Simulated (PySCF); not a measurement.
# CH8BN3Si: electronic excitations

Aim: predict the electronic excitations of CH8BN3Si (`C=NBN[SiH2]N`).

Programs: PySCF 2.14.0, with density-fitted response routines of our own. Each step states its level of theory. These are calculated values for one molecule in the gas phase, unless marked as measured. Atoms are numbered from 0 throughout.

### 1 The molecule as given

14 atoms, charge 0, multiplicity 1; geometry from: GFN2-xTB.

Bonds of the start (Å): C0–N1 1.24, N1–B2 1.36, B2–N3 1.42, N3–Si4 1.72, Si4–N5 1.73, C0–H6 1.09, C0–H7 1.09, B2–H8 1.17, N3–H9 1.01, Si4–H10 1.47, Si4–H11 1.47, N5–H12 1.01, N5–H13 1.01.

### 2 TDDFT and polarisability: CAM-B3LYP/def2-SVPD

Job settings and geometry (Å):

```
{"job": {"kind": "uv", "xc": "CAM-B3LYP", "basis": "def2-SVPD", "nstates": 8, "ntriplets": 3}, "charge": 0, "multiplicity": 1}
C      3.354074     0.179380     0.351709
N      2.231342    -0.206790     0.010419
B      1.020030    -0.558695    -0.502166
N     -0.190210    -0.022002     0.010452
Si    -1.801054    -0.283638    -0.546304
N     -2.768804     0.486575     0.661421
H      3.861775     1.014849    -0.138021
H      3.902297    -0.298077     1.166802
H      1.002027    -1.358090    -1.358806
H     -0.091012     0.677751     0.730517
H     -2.120192     0.430549    -1.788960
H     -2.008557    -1.730451    -0.715541
H     -2.639096     0.212788     1.623028
H     -3.753298     0.575478     0.473284
```

Method: TDDFT CAM-B3LYP/def2-SVPD, vertical, gas phase, core orbitals frozen in the response.

Command:

```sh
> OMP_NUM_THREADS=1 python probes_run.py task.json out
```

One launch serves the whole session: the jobs run in the order shown.

What will the session give for the following? lowest singlet (CAM-B3LYP/def2-SVPD); brightest single state of those computed; lowest triplet. Wanted: lowest singlet; brightest single state of those computed; lowest triplet.

The runs gave:

| quantity | value |
| --- | --- |
| lowest singlet (CAM-B3LYP/def2-SVPD) | 4.05 eV (306 nm), f = 0.000 |
| brightest single state of those computed | state 6, 7.07 eV, f = 0.319 |
| lowest triplet | 3.54 eV |

In words: The lowest singlet, at 4.05 eV, is HOMO→LUMO 0.85, HOMO−2→LUMO 0.09 and is dark; of the 8 states computed, the strongest absorption comes from state 6 at 7.07 eV. The lowest triplet lies 0.51 eV below the lowest singlet (triplets in Tamm-Dancoff, singlets in full TDDFT).
